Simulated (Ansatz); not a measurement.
# InSiH4F (SMILES [F][InH][SiH3]) at RPA@PBE0/def2-SVP (core potential)

Aim: the electronic atomisation energy of InSiH4F at RPA@PBE0/def2-SVP (core potential), from 5 runs. 

Program for the calculation: Ansatz 0.2.0.

56 further runs of the same task are left out: 56 set aside as unsound or not needed.

### 1 The molecule

The species is InSiH4F (7 atoms), meant as a singlet with charge 0. As SMILES, `[F][InH][SiH3]`. Geometry: relaxed at PBE0-D4/def2-TZVP.

Bond lengths: F1–In2 1.968 Å, In2–Si3 2.558 Å, In2–H4 1.714 Å, Si3–H5 1.486 Å, Si3–H6 1.486 Å, Si3–H7 1.487 Å. Angles: F1–In2–Si3 109.2°, F1–In2–H4 109.4°, Si3–In2–H4 141.4°, In2–Si3–H5 109.2°, In2–Si3–H6 109.1°, In2–Si3–H7 111.4°, H5–Si3–H6 109.2°, H5–Si3–H7 109.0°, H6–Si3–H7 109.0°.

### 2 The energy at RPA@PBE0/def2-SVP (core potential)

File input.yaml:

```yaml
crystal:
  periodic: [false, false, false]
  atoms:
    - {symbol: F, position_ang: [-0.196000, -2.340000, 1.298800]}
    - {symbol: In, position_ang: [-0.756000, -1.164900, -0.176800]}
    - {symbol: Si, position_ang: [0.528000, 1.043100, -0.028600]}
    - {symbol: H, position_ang: [-1.937800, -1.965900, -1.125300]}
    - {symbol: H, position_ang: [1.986000, 0.765900, -0.108800]}
    - {symbol: H, position_ang: [0.226000, 1.696000, 1.272200]}
    - {symbol: H, position_ang: [0.149800, 1.965800, -1.131400]}
basis:
  gaussian: {orbitals: def2-SVP}
total_charge: 0
hamiltonian: {xc: pbe0}
correlation: {method: rpa, frozen_orbitals: {F: 1, H: 0, In: 4, Si: 5}}
accuracy: high
```

Run with:

```console
$ ansatz run input.yaml --threads 1 --pin off --max-ram 3480MiB --events-out events.jsonl --progress --plain --runs-dir runs
```

Output:

```text
Warning: RAYON_NUM_THREADS=1 ignored (pool sized by the plan → 1); use --threads N
Functional definition: PBE0
  name "PBE0"
  parameter a = 0.25
  parameter kappa = 0.804
  parameter beta = 0.06672455060314922
  exchange = (1 - a)*pbe_x(kappa = kappa, mu = beta*pi^2/3) + a*exact_x
  correlation = pbe_c(beta = beta)
1767 factors; integrals over basis functions are off by at most 7.9e-9 eV
mean field evaluation 1: about -15820.0074 eV, gradient 4.0e1 eV
mean field evaluation 2: about -15820.0896 eV, gradient 4.0e1 eV
mean field evaluation 4: about -15822.9220 eV, gradient 4.4e0 eV
mean field evaluation 8: about -15823.0028 eV, gradient 4.5e-1 eV
mean field evaluation 16: about -15823.0033 eV, gradient 3.1e-5 eV
mean field -15823.00332584 eV, -581.4846470077 hartree, gradient 2.8e-8 eV, S^2 0.000000; 0 other end points of the search recorded, 0 dependent functions left out
10 core orbitals not correlated: weight in the atoms' cores, before any rotation towards them, 1.000 or more for the frozen orbitals, at most 0.000 for the correlated occupied ones
reference -15774.96619171 eV, -579.7193148894 hartree; 14, 14 occupied and 54, 54 virtual orbitals, 1767 factors
Total energy: -15791.03696611 eV, -580.3099049553 hartree
```

It took 10 s on 1 thread of Arm Neoverse V2, shared host; peak memory 0.31 GiB.

### 3 The F atom at the same level

File input.yaml:

```yaml
crystal:
  periodic: [false, false, false]
  atoms:
    - {symbol: F, position_ang: [0.000000, 0.000000, 0.000000]}
basis:
  gaussian:
    orbitals: def2-SVP
accuracy: high
hamiltonian:
  xc: {name: PBE0}
magnetization:
  spin_polarized: true
  initial_magnetization: 1
correlation:
  method: rpa
  frozen_orbitals: {F: 1}
```

Run with:

```console
$ ansatz run input.yaml --threads 1 --pin off --max-ram 3480MiB --events-out events.jsonl --progress --plain --runs-dir runs
```

Output:

```text
Warning: RAYON_NUM_THREADS=1 ignored (pool sized by the plan → 1); use --threads N
Functional definition: PBE0
  name "PBE0"
  parameter a = 0.25
  parameter kappa = 0.804
  parameter beta = 0.06672455060314922
  exchange = (1 - a)*pbe_x(kappa = kappa, mu = beta*pi^2/3) + a*exact_x
  correlation = pbe_c(beta = beta)
95 factors; integrals over basis functions are off by at most 1.3e-9 eV
mean field evaluation 1: about -2708.8031 eV, gradient 4.8e0 eV
mean field evaluation 2: about -2708.8032 eV, gradient 4.8e0 eV
mean field evaluation 4: about -2708.8657 eV, gradient 8.7e-1 eV
mean field evaluation 8: about -2708.8679 eV, gradient 1.6e-4 eV
mean field -2708.86786959 eV, -99.5490580710 hartree, gradient 4.0e-8 eV, S^2 0.751072; 0 other end points of the search recorded, 0 dependent functions left out
1 core orbitals not correlated: weight in the atoms' cores, before any rotation towards them, 1.000 or more for the frozen orbitals, at most 0.000 for the correlated occupied ones
reference -2701.63130430 eV, -99.2831192015 hartree; 4, 3 occupied and 9, 10 virtual orbitals, 95 factors
Total energy: -2707.28312694 eV, -99.4908198528 hartree
```

Run time: 0.32 s. Hardware: 1 thread of Arm Neoverse V2, shared host.

### 4 The H atom

File in.yaml:

```yaml
crystal:
  periodic: [false, false, false]
  atoms:
    - {symbol: H, position_ang: [0.000000, 0.000000, 0.000000]}
basis:
  gaussian:
    orbitals: def2-SVP
magnetization:
  spin_polarized: true
  initial_magnetization: 1
correlation:
  method: rpa
  frozen_orbitals: {H: 0}
accuracy: high
hamiltonian:
  xc: {name: PBE0}
```

Run the same way, it converges to -0.51113 Eh (log not shown).

### 5 The In atom

File input.yaml:

```yaml
crystal:
  periodic: [false, false, false]
  atoms:
    - {symbol: In, position_ang: [0.000000, 0.000000, 0.000000]}
basis:
  gaussian:
    orbitals: def2-SVP
magnetization:
  spin_polarized: true
  initial_magnetization: 1
hamiltonian:
  xc: {name: PBE0}
correlation:
  method: rpa
  frozen_orbitals: {In: 4}
accuracy: high
```

Run with:

```console
$ ansatz run input.yaml --threads 1 --pin off --max-ram 3480MiB --events-out events.jsonl --progress --plain --runs-dir runs
```

Output, cut to the lines that bear on the results:

```text
Warning: RAYON_NUM_THREADS=1 ignored (pool sized by the plan → 1); use --threads N
Functional definition: PBE0
  name "PBE0"
[...]
230 factors; integrals over basis functions are off by at most 1.2e-9 eV
[...]
mean field -5173.14337231 eV, -190.1095124498 hartree, gradient 4.0e-8 eV, S^2 0.752592; 3 other end points of the search recorded, 0 dependent functions left out
4 core orbitals not correlated: weight in the atoms' cores, before any rotation towards them, 1.000 or more for the frozen orbitals, at most 0.000 for the correlated occupied ones
reference -5148.38859709 eV, -189.1997912400 hartree; 7, 6 occupied and 15, 16 virtual orbitals, 230 factors
Total energy: -5150.96775577 eV, -189.2945735734 hartree
```

Wall time 2.4 s (1 thread of Arm Neoverse V2, shared host); peak memory 0.11 GiB.

### 6 The Si atom, same level

File in.yaml:

```yaml
crystal:
  periodic: [false, false, false]
  atoms:
    - symbol: Si
      position_ang: [0.000000, 0.000000, 0.000000]
basis:
  gaussian:
    orbitals: def2-SVP
magnetization:
  spin_polarized: true
  initial_magnetization: 2
hamiltonian:
  xc: pbe0
correlation:
  method: rpa
  frozen_orbitals: {Si: 5}
accuracy: high
```

Run the same way, it converges to -288.84275 Eh (log not shown).

### 7 Summary of results

At RPA@PBE0/def2-SVP (core potential), 10 core orbitals frozen:

| quantity | value |
| --- | --- |
| molecule: total energy | -580.30990 Eh |
| molecule: RPA correlation energy (valence) | -590.6 mEh |
| F atom: total energy | -99.49082 Eh |
| F atom: RPA correlation energy (valence) | -207.7 mEh |
| F atom: ⟨S²⟩ of the reference determinant | 0.751 |
| H atom: total energy | -0.51113 Eh |
| H atom: RPA correlation energy | -11.9 mEh |
| H atom: ⟨S²⟩ of the reference determinant | 0.750 |
| In atom: total energy | -189.29457 Eh |
| In atom: RPA correlation energy (valence) | -94.8 mEh |
| In atom: ⟨S²⟩ of the reference determinant | 0.753 |
| Si atom: total energy | -288.84275 Eh |
| Si atom: RPA correlation energy (valence) | -92.0 mEh |
| Si atom: ⟨S²⟩ of the reference determinant | 2.004 |
| electronic atomisation energy | 17.340 eV |

What this shows: Taking the molecule apart into free atoms costs 17.34 eV (1673 kJ/mol), before zero-point energy and without spin-orbit coupling.
